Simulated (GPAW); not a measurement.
# HfGe (P-6m2) in GPAW: convergence with k mesh

Aim: find how far k mesh must go before the results for HfGe settle, at PBE. This setting moves, with any that are tied to it; all else stays.

Everything below comes from runs of GPAW 26.7.0. Logs are shortened: lines on timing, memory, paths and dates and some standing lists are left out, and cuts for length are marked. The log counts tension as positive stress, the text compression.

## 1. The crystal as given

It takes space group P-6m2 (No. 187, hexagonal). The conventional cell has a = 3.934 Å, b = 3.934 Å, c = 3.510 Å, α = 90.00°, β = 90.00°, γ = 120.00°. Hf (site symmetry -6m2) is surrounded by 3 Ge at 2.27 Å. Around Ge (site symmetry -6m2) lie 3 Hf at 2.27 Å.

The cell was built by a generator and needn't be a form met in nature.

## 2. With k mesh 2 × 2 × 2

Contents of run.py:

```python
from ase.dft.bandgap import bandgap
from ase.io import read, write
from ase.units import GPa
from gpaw import GPAW, PW, setup_paths

setup_paths.insert(0, '.')

atoms = read('HfGe.xyz')

calc = GPAW(mode=PW(600),
            xc='PBE',
            kpts={'size': (2, 2, 2), 'gamma': True},
            occupations={'name': 'fermi-dirac', 'width': 0.05},
            setups={'Ge': 'jth', 'Hf': 'jth'},
            nbands=-10,
            convergence={'density': 1e-05, 'energy': 1e-05},
            maxiter=100,
            txt='gpaw.txt')
atoms.calc = calc
energy = atoms.get_potential_energy()
forces = atoms.get_forces()
stress = atoms.get_stress()
calc.write('gs.gpw')
write('result.traj', atoms)
print(f'Energy: {energy:.6f} eV')
print('Forces (eV/A):')
print(forces.round(4))
print('Stress (GPa):', (stress / GPa).round(3))
print('Fermi level:', round(calc.get_fermi_level(), 4), 'eV')
print(f'Gap: {bandgap(calc)[0]:.4f} eV, direct: {bandgap(calc, direct=True)[0]:.4f} eV')
```

Contents of HfGe.xyz:

```xyz
2
Lattice="3.9335093854 0.0000000000 0.0000000000 -1.9667546927 3.4065190538 0.0000000000 0.0000000000 0.0000000000 3.5096193900" Properties=species:S:1:pos:R:3 pbc="T T T"
Hf     0.0000000000      0.0000000000      1.7548096950
Ge    -0.0000000002      2.2710127026      1.7548096950
```

Potentials or basis: JTH PAW 2.0, PBE, pw.

Run with:

```bash
$ OMP_NUM_THREADS=1 python run.py
```

Wall time 5.8 s (1 thread of Arm Neoverse V1, shared host); peak memory 0.15 GiB.

Results:

```
Free energy            : -6.6007 eV
Pressure               : 40.2 GPa
Band gap on the k mesh : none (metal or under the smearing width)
```

## 3. With k mesh 3 × 3 × 3

Changes to run.py since step 2:

```diff
@@ -11,3 +11,3 @@
             xc='PBE',
-            kpts={'size': (2, 2, 2), 'gamma': True},
+            kpts={'size': (3, 3, 3), 'gamma': True},
             occupations={'name': 'fermi-dirac', 'width': 0.05},
```

HfGe.xyz is that of step 2.

Potentials or basis: JTH PAW 2.0, PBE, pw.

Run with:

```bash
$ OMP_NUM_THREADS=1 python run.py
```

Wall time 6.5 s (1 thread of Arm Neoverse V1, shared host); peak memory 0.15 GiB.

Results:

```yaml
Free_energy: -7.4804 eV
Pressure: 37.5 GPa
Band_gap_on_the_k_mesh: 0.55 eV, direct
```

## 4. With k mesh 4 × 4 × 4

Changes to run.py since step 3:

```diff
@@ -11,3 +11,3 @@
             xc='PBE',
-            kpts={'size': (3, 3, 3), 'gamma': True},
+            kpts={'size': (4, 4, 4), 'gamma': True},
             occupations={'name': 'fermi-dirac', 'width': 0.05},
```

HfGe.xyz is that of step 3.

Run with:

```bash
$ OMP_NUM_THREADS=1 python run.py
```

It took 10 s on 1 thread of Arm Neoverse V1, shared host; peak memory 0.16 GiB.

Results (log left out):

- Free energy: -7.1656 eV
- Pressure: 37.7 GPa
- Band gap on the k mesh: none (metal or under the smearing width)

## 5. With k mesh 5 × 5 × 5

Changes to run.py since step 4:

```diff
@@ -11,3 +11,3 @@
             xc='PBE',
-            kpts={'size': (4, 4, 4), 'gamma': True},
+            kpts={'size': (5, 5, 5), 'gamma': True},
             occupations={'name': 'fermi-dirac', 'width': 0.05},
```

HfGe.xyz is that of step 4.

Run with:

```bash
$ OMP_NUM_THREADS=1 python run.py
```

Run time: 13 s. Hardware: 1 thread of Arm Neoverse V1, shared host; peak memory 0.16 GiB.

Results (log left out):

| Property | Result |
| --- | --- |
| Free energy | -7.1660 eV |
| Pressure | 38.4 GPa |
| Band gap on the k mesh | 0.07 eV, indirect (least direct gap 0.38 eV) |

## 6. With k mesh 6 × 6 × 6

Changes to run.py since step 5:

```diff
@@ -11,3 +11,3 @@
             xc='PBE',
-            kpts={'size': (5, 5, 5), 'gamma': True},
+            kpts={'size': (6, 6, 6), 'gamma': True},
             occupations={'name': 'fermi-dirac', 'width': 0.05},
```

HfGe.xyz is that of step 5.

Potentials or basis: JTH PAW 2.0, PBE, pw.

Run with:

```bash
$ OMP_NUM_THREADS=1 python run.py
```

Run time: 20 s. Hardware: 1 thread of Arm Neoverse V1, shared host; peak memory 0.17 GiB.

Results (log left out):

```
Free energy            : -7.1683 eV
Pressure               : 37.6 GPa
Band gap on the k mesh : none (metal or under the smearing width)
```

## 7. With k mesh 7 × 7 × 7

Changes to run.py since step 6:

```diff
@@ -11,3 +11,3 @@
             xc='PBE',
-            kpts={'size': (6, 6, 6), 'gamma': True},
+            kpts={'size': (7, 7, 7), 'gamma': True},
             occupations={'name': 'fermi-dirac', 'width': 0.05},
```

HfGe.xyz is that of step 6.

Run with:

```bash
$ OMP_NUM_THREADS=1 python run.py
```

Wall time 24 s (1 thread of Arm Neoverse V1, shared host); peak memory 0.17 GiB.

The run converged. Its results:

- Free energy: -7.1554 eV
- Pressure: 38.2 GPa
- Band gap on the k mesh: none (metal or under the smearing width)

## 8. With k mesh 9 × 9 × 8

Changes to run.py since step 7:

```diff
@@ -11,3 +11,3 @@
             xc='PBE',
-            kpts={'size': (7, 7, 7), 'gamma': True},
+            kpts={'size': (9, 9, 8), 'gamma': True},
             occupations={'name': 'fermi-dirac', 'width': 0.05},
```

HfGe.xyz is that of step 7.

Run with:

```bash
$ OMP_NUM_THREADS=1 python run.py
```

It took 38 s on 1 thread of Arm Neoverse V1, shared host; peak memory 0.19 GiB.

Results (log left out):

* Free energy: -7.1610 eV
* Pressure: 38.0 GPa
* Band gap on the k mesh: none (metal or under the smearing width)

## 9. With k mesh 10 × 10 × 10

Changes to run.py since step 8:

```diff
@@ -11,3 +11,3 @@
             xc='PBE',
-            kpts={'size': (9, 9, 8), 'gamma': True},
+            kpts={'size': (10, 10, 10), 'gamma': True},
             occupations={'name': 'fermi-dirac', 'width': 0.05},
```

HfGe.xyz is that of step 8.

Potentials or basis: JTH PAW 2.0, PBE, pw.

Run with:

```bash
$ OMP_NUM_THREADS=1 python run.py
```

gpaw.txt:

```text
__  _  _
 | _ |_)|_||  |
 |__||  | ||/\| - 26.7.0

Input parameters:
  mode=PW(ecut=600.0),
  convergence={'density': 1e-05, 'energy': 1e-05},
  kpts=MonkhorstPack(size=(10, 10, 10), gamma=True),
  maxiter=100,
  nbands=-10,
  occupations=Occupations(name='fermi-dirac', width=0.05),
  setups={'Ge': 'jth', 'Hf': 'jth'},
  xc=XC(name='PBE')

Diagonalizing LCAO Hamiltonian
Converting LCAO to pw mode

         Ge
       Hf

Atoms  # Å, Bohr magnetons
|   | symbol |         x |        y |        z |    initial magnetic moments |
|---|--------|-----------|----------|----------|-----------------------------|
| 0 |     Hf |  0.000000 | 0.000000 | 1.754810 | ( 0.0000,  0.0000,  0.0000) |
| 1 |     Ge | -0.000000 | 2.271013 | 1.754810 | ( 0.0000,  0.0000,  0.0000) |

Unit cell  # Å
| periodic |         x |        y |        z |  lengths |     angles |
|----------|-----------|----------|----------|----------|------------|
|      yes |  3.933509 | 0.000000 | 0.000000 | 3.933509 |  90.000000 |
|      yes | -1.966755 | 3.406519 | 0.000000 | 3.933509 |  90.000000 |
|      yes |  0.000000 | 0.000000 | 3.509619 | 3.509619 | 120.000000 |

Number of symmetries: 12
Symmetry operations  # r_c * U_cc + t_c -> r_c
|    | kind |            matrix            |
|----|------|------------------------------|
|  0 |  σ   |  1, 1, 0,  0,-1, 0,  0, 0, 1 |
|  1 |  C2  |  1, 1, 0,  0,-1, 0,  0, 0,-1 |
|  2 |  E   |  1, 0, 0,  0, 1, 0,  0, 0, 1 |
|  3 |  σ   |  1, 0, 0,  0, 1, 0,  0, 0,-1 |
|  4 |  C3  |  0, 1, 0, -1,-1, 0,  0, 0, 1 |
|  5 |  S3  |  0, 1, 0, -1,-1, 0,  0, 0,-1 |
|  6 |  σ   |  0,-1, 0, -1, 0, 0,  0, 0, 1 |
|  7 |  C2  |  0,-1, 0, -1, 0, 0,  0, 0,-1 |
|  8 |  σ   | -1, 0, 0,  1, 1, 0,  0, 0, 1 |
|  9 |  C2  | -1, 0, 0,  1, 1, 0,  0, 0,-1 |
| 10 |  C3  | -1,-1, 0,  1, 0, 0,  0, 0, 1 |
| 11 |  S3  | -1,-1, 0,  1, 0, 0,  0, 0,-1 |

BZ-sampling:
  Number of BZ points: 1000
  Number of IBZ points: 84

  Monkhorst-Pack size: [10, 10, 10]
  Monkhorst-Pack shift: [0.05, 0.05, 0.05]

K-points  # in reciprocal-cell coordinates
|     |                                coordinates |     weight |
|-----|--------------------------------------------|------------|
|   0 | (  0.00000000,   0.00000000,   0.00000000) | 0.00100000 |
|   1 | (  0.00000000,   0.00000000,   0.10000000) | 0.00200000 |
|   2 | (  0.00000000,   0.00000000,   0.20000000) | 0.00200000 |
|   3 | (  0.00000000,   0.00000000,   0.30000000) | 0.00200000 |
|   4 | (  0.00000000,   0.00000000,   0.40000000) | 0.00200000 |
|   5 | (  0.00000000,   0.00000000,   0.50000000) | 0.00100000 |
|   6 | (  0.10000000,   0.00000000,   0.00000000) | 0.00600000 |
|   7 | (  0.10000000,   0.00000000,   0.10000000) | 0.01200000 |
|   8 | (  0.10000000,   0.00000000,   0.20000000) | 0.01200000 |
|   9 | (  0.10000000,   0.00000000,   0.30000000) | 0.01200000 |
| ... |                                            |            |
|  83 | (  0.50000000,   0.50000000,   0.50000000) | 0.00300000 |

Plane wave coefficients: 1596
Cutoff: 600.0 eV

Spin-components: 1 (collinear spins)
Bands:           23
Projectors:      12
Spin-degeneracy: 2
Datatype:        complex128

Parallelization:
  kpt:    1
  domain: 1
  band:   1

Density:
  Valence electrons: 26.0
  Components: 1
  Grid points: [24 24 20]
  Charge: 0.0  # |e|

Potential:
  Grid points: [24 24 20]

species:
  Hf:
    name:    Hafnium
    Z:       72.0
    valence: 12
    core:    60
    charge:  0.0  # [|e|]
    compensation charges:
      type: sinc
      rc: 1.28  # [Å]
      lmax: 2
    cutoffs:
      filter: 1.28  # [Å]
      core: 4.10  # [Å]
    projectors
    | kind |    occ | energy [eV] | rcut [Å] |
    |------|--------|-------------|----------|
    |   5s |  2.000 |     -67.016 |    1.168 |
    |   6s |  2.000 |      -5.108 |    1.168 |
    |   5p |  6.000 |     -35.574 |    1.276 |
    |   6p |  0.000 |      -1.396 |    1.276 |
    |   5d |  2.000 |      -2.689 |    1.168 |
    |    d |        |       4.082 |    1.168 |

    Using partial waves for Hf as LCAO basis

  Ge:
    name:    Germanium
    Z:       32.0
    valence: 14
    core:    18
    charge:  0.0  # [|e|]
    compensation charges:
      type: sinc
      rc: 1.06  # [Å]
      lmax: 2
    cutoffs:
      filter: 1.22  # [Å]
      core: 2.00  # [Å]
    projectors
    | kind |    occ | energy [eV] | rcut [Å] |
    |------|--------|-------------|----------|
    |   4s |  2.000 |     -11.731 |    1.114 |
    |    s |        |      40.817 |    1.114 |
    |   4p |  2.000 |      -3.895 |    1.220 |
    |    p |        |      47.620 |    1.220 |
    |   3d | 10.000 |     -29.311 |    1.012 |
    |    d |        |      40.817 |    1.012 |

    Using partial waves for Ge as LCAO basis

Reference energy: -467411.345849  # eV

eigensolver:
  PPCG
  Converge bands: occupied
  niter=2

density mixing:
  MSR1-Mixer
  Pratt-step length: 0.05
  Maximum mixing coefficient: 0.75
  Old densities: 10
  SVD Regularization: 0.005
  Good broyden scale: 1.0
  Trust region scale: 1.0
  Backstep threshold: 4.0
  History deletion threshold: 6.0
  Fourier metric: weight=20.0, sigma=0.015

occupation numbers:
  Fermi-Dirac:
    width: 0.0500  # eV

poisson solver:
  ecut: 4800.0  # eV

xc functional:
  name: PBE with 2 nearest neighbor stencil

convergence criteria:
- Maximum integral of absolute [dens]ity change: 1e-05 electrons / valence electron
- Maximum [total energy] change in last 3 cyles: 1e-05 eV / valence electron
- Maximum integral of absolute [eigenst]ate change: 4e-08 eV^2 / valence electron
maximum number of iterations: 100

SCF iterations
|iter     | |      energy | eigst |  dens |
|---------|-|-------------|-------|-------|
|iter:   1| |   -7.901518 | -0.18 |       |
|iter:   2| |   -7.745055 | -2.03 | -1.13 |
|iter:   3| |   -7.155691 | -1.27 | -1.18 |
|iter:   4| |   -7.153856 | -2.92 | -1.98 |
|iter:   5| |   -7.153649 | -3.88 | -2.33 |
|iter:   6| |   -7.153693c| -5.22 | -3.29 |
|iter:   7| |   -7.153680c| -6.33 | -3.80 |
|iter:   8| |   -7.153682c| -7.62c| -4.49 |
|iter:   9| |   -7.153682c| -7.92c| -5.03c|

Converged in 9 steps
Energy contributions relative to reference atoms: (reference = -467411.345849)

Energy contributions:
  Kinetic:          56.424674
  Coulomb:         -46.882121
  Zero:              0.097051
  External:          0.000000
  Xc:              -16.786291
  Entropy:          -0.013989
  Spinorbit:         0.000000
  ----------------------------
  Free energy:      -7.160676
  Extrapolated:     -7.153682

dipole moment: (-15.526624, -24.020304, 0.018899)  # |e|*Ang

Fermi level: 4.251
Eigenvalues  # (at kpt = [0.000, 0.000, 0.000])
| band index |      eig [eV] | occ [0-2] |
|------------|---------------|-----------|
|          0 |       -57.564 |     2.000 |
|        ... |               |           |
|          5 |       -19.568 |     2.000 |
|          6 |       -19.568 |     2.000 |
|          7 |       -19.474 |     2.000 |
|          8 |       -19.474 |     2.000 |
|          9 |        -5.889 |     2.000 |
|         10 |         1.687 |     2.000 |
[... 8 lines left out ...]
|         19 |        13.930 |     0.000 |
|         20 |        16.743 |     0.000 |
|        ... |               |           |
|         22 |        19.474 |     0.000 |

No gap
No difference between direct/indirect transitions

Forces  # eV/Ang
|       x |       y |       z |
|---------|---------|---------|
| 0.00000 | 0.00000 | 0.00000 |  # Hf   0
| 0.00000 | 0.00000 | 0.00000 |  # Ge   1

Stress tensor  # eV/Ang^3
|         x |         y |        z |
|-----------|-----------|----------|
| -0.380368 |  0.000000 | 0.000000 |
|  0.000000 | -0.380368 | 0.000000 |
|  0.000000 |  0.000000 | 0.049631 |

# Writing to gs.gpw (mode='')
```

Run time: 52 s. Hardware: 1 thread of Arm Neoverse V1, shared host; peak memory 0.21 GiB.

Results:

```yaml
Free_energy: -7.1607 eV
Pressure: 38.0 GPa
Band_gap_on_the_k_mesh: none (metal or under the smearing width)
```

## 10. The series at a glance

| k mesh | energy less the tightest run, at zero smearing (meV/atom) | pressure (GPa) | gap on the mesh (eV) | SCF cycles | CPU time (s) | peak memory (GiB) |
| --- | --- | --- | --- | --- | --- | --- |
| 2 × 2 × 2 | 283.81 | 40.18 | 0.000 | 9 | 5.8 | 0.15 |
| 3 × 3 × 3 | -163.26 | 37.54 | 0.549 | 9 | 6.5 | 0.15 |
| 4 × 4 × 4 | -1.43 | 37.73 | 0.000 | 10 | 10 | 0.16 |
| 5 × 5 × 5 | -2.31 | 38.44 | 0.068 | 10 | 13 | 0.16 |
| 6 × 6 × 6 | -2.97 | 37.61 | 0.000 | 10 | 20 | 0.17 |
| 7 × 7 × 7 | 3.44 | 38.18 | 0.000 | 10 | 24 | 0.17 |
| 9 × 9 × 8 | 0.22 | 38.01 | 0.000 | 9 | 38 | 0.19 |
| 10 × 10 × 10 | 0.00 | 37.98 | 0.000 | 9 | 52 | 0.21 |

Against the tightest run, the energy stays within 1 meV/atom from 9 × 9 × 8 on; the pressure stays within 0.1 GPa from 9 × 9 × 8 on; the gap on the mesh stays within 0.01 eV from 6 × 6 × 6 on. Meshes of other sizes hit other points, so gaps and Fermi surfaces needn't settle smoothly. The tightest run that finished is the yardstick and may itself not be fully converged.

Caveats: the program truncates these outside data sets; a pressure of tens of GPa on the cell as given is suspect, and the run, the potentials or the cell itself is likely at fault.
